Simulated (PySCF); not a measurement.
# C4H6GeN2O2 (Ge(NCO)2Me2): the cost of one run

Computed with PySCF 2.14.0, with density-fitted response routines of our own, on a single molecule in the gas phase. Atoms are numbered from 0 throughout.

## Step 1: Starting geometry

15 atoms, charge 0, multiplicity 1; geometry from: GFN2-xTB. The atoms were then displaced at random by about 0.03 Å, so the start is not that level's minimum.

Bonds of the start (Å): Ge0–N1 1.78, Ge0–N4 1.75, Ge0–C7 2.07, Ge0–C11 1.92, N1–C2 1.17, C2–O3 1.19, N4–C5 1.18, C5–O6 1.19, C7–H8 1.01, C7–H9 1.06, C7–H10 1.17, C11–H12 1.17, C11–H13 1.05, C11–H14 1.11.

## Step 2: Geometry optimisation at PBE0-D3(BJ)/def2-SVP

Job settings and geometry (Å):

```
{"job": {"xc": "PBE0", "basis": "def2-SVP", "d3": "d3bj", "grid": 1, "maxiter": 40, "shake": 0.03, "kind": "geom"}, "charge": 0, "multiplicity": 1}
Ge    -0.062600    -0.076560    -0.078400
N     -0.040390     0.009280     1.703600
C     -0.012380     0.001890     2.868650
O      0.204480     0.008310     4.038950
N      1.596280    -0.045030    -0.639030
C      2.742930    -0.004190    -0.908030
O      3.897700    -0.020640    -1.208110
C     -0.853530     1.739340    -0.683770
H     -0.878490     1.820500    -1.693110
H     -0.339760     2.538320    -0.212660
H     -1.957620     1.795240    -0.311380
C     -0.917950    -1.714810    -0.614660
H     -2.035490    -1.761470    -0.285430
H     -0.403370    -2.536230    -0.215900
H     -0.972590    -1.830050    -1.716720
```

Started as:

```bash
OMP_NUM_THREADS=1 python probes_run.py task.json out
```

This one command runs all jobs of the session in turn.

Q: Estimate the wall time and peak memory of this first job on 1 thread of Intel Xeon at 2.50GHz, shared host.

About 8.7 min, with a peak of 0.73 GiB.
